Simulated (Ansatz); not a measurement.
# C2H6BFOS: up Jacob's ladder to CCSD(T)

An exercise on one series of results from a longer session: the logs are not shown, and one member is left open.

Method: functionals in def2-TZVPP, the program's frozen cores in correlated methods; program: Ansatz 0.2.0, Gaussian basis.

Levels to be run: PBE-D4, r2SCAN-D4, PBE0-D4, B3LYP-D4, ωB97X-V, ωB97M-V, B2PLYP; CCSD(T)/def2-TZVPP; MP2/def2-QZVPP; extrapolation to the limit.

## Structure used throughout

The geometry comes from an earlier relaxation with PBE0-D4 in a triple-zeta def2 set; it is a stationary point, not always the lowest conformer.

12 atoms, charge 0, spin multiplicity 1.

Atoms are counted from 1 here; the program's logs count them from 0.

Bond lengths: B1–C2 1.572 Å, B1–F4 1.386 Å, B1–H7 1.220 Å, B1–H8 1.252 Å, C2–O3 1.302 Å, C2–S5 1.708 Å, O3–H9 0.969 Å, S5–C6 1.802 Å, C6–H10 1.093 Å, C6–H11 1.092 Å, C6–H12 1.090 Å. Angles: C2–B1–F4 114.4°, C2–B1–H7 109.9°, C2–B1–H8 92.3°, F4–B1–H7 117.0°, F4–B1–H8 114.1°, H7–B1–H8 106.3°, B1–C2–O3 121.4°, B1–C2–S5 117.2°, O3–C2–S5 121.1°, C2–O3–H9 113.1°, C2–S5–C6 103.8°, S5–C6–H10 112.3°, S5–C6–H11 111.6°, S5–C6–H12 105.7°, H10–C6–H11 111.3°, H10–C6–H12 107.3°, H11–C6–H12 108.2°.

Set-up of the first run:

in.yaml

```yaml
crystal:
  periodic: [false, false, false]
  atoms:
    - {symbol: B, position_ang: [-1.132908, -1.458323, -1.132022]}
    - {symbol: C, position_ang: [-0.538212, -0.219847, -0.368120]}
    - {symbol: O, position_ang: [-1.279438, 0.522441, 0.403884]}
    - {symbol: F, position_ang: [-2.496091, -1.382444, -1.372690]}
    - {symbol: S, position_ang: [1.146631, 0.032816, -0.482838]}
    - {symbol: C, position_ang: [1.510134, 1.144252, 0.888117]}
    - {symbol: H, position_ang: [-0.419119, -1.744896, -2.078384]}
    - {symbol: H, position_ang: [-0.820842, -2.242528, -0.207859]}
    - {symbol: H, position_ang: [-0.770526, 1.178052, 0.903287]}
    - {symbol: H, position_ang: [1.057430, 2.129952, 0.753694]}
    - {symbol: H, position_ang: [1.228693, 0.705494, 1.847161]}
    - {symbol: H, position_ang: [2.591349, 1.279932, 0.879771]}
basis:
  gaussian: {orbitals: def2-TZVPP}
hamiltonian: {xc: pbe, dispersion: d4}
output: {forces: true, orbitals: {seedname: orbitals}}
```

On the command line:

```sh
$ ansatz run in.yaml --threads 4 --pin off --events-out ev --progress --plain --max-ram 10444MiB
```

Steps of the session up to this table: PBE-D4 (GGA); r2SCAN-D4 (meta-GGA); PBE0-D4 (hybrid); B3LYP-D4 (hybrid); ωB97X-V (range-separated); ωB97M-V (range-separated); B2PLYP (double hybrid); CCSD(T) in def2-TZVPP; MP2 in def2-QZVPP.

One table of the session follows, with a row left open; its other results are not shown here.

| method | atomisation energy (kJ/mol) |
| --- | --- |
| PBE-D4 | 4642.0 |
| r2SCAN-D4 | 4537.1 |
| PBE0-D4 | ? |
| B3LYP-D4 | 4492.7 |
| ωB97X-V | 4492.4 |
| ωB97M-V | 4510.9 |
| B2PLYP | 4438.3 |
| HF/def2-TZVPP | 3191.1 |
| MP2/def2-TZVPP | 4454.6 |
| CCSD/def2-TZVPP | 4271.1 |
| CCSD(T)/def2-TZVPP | 4354.0 |
| MP2/CBS | 4571.5 |
| CCSD(T)/CBS | 4470.9 |

Q: Estimate the row for PBE0-D4 from the others.

**Answer.** atomisation energy (kJ/mol): 4520.2. In the column «atomisation energy (kJ/mol)» it lies between ωB97M-V (4510.9) and r2SCAN-D4 (4537.1).

Limits of these values: Free atoms (1 B, 2 C, 1 O, 1 F, 1 S, 6 H) were run apart at each level; the atomisation energy is their sum less the molecule, without zero-point or spin-orbit terms.
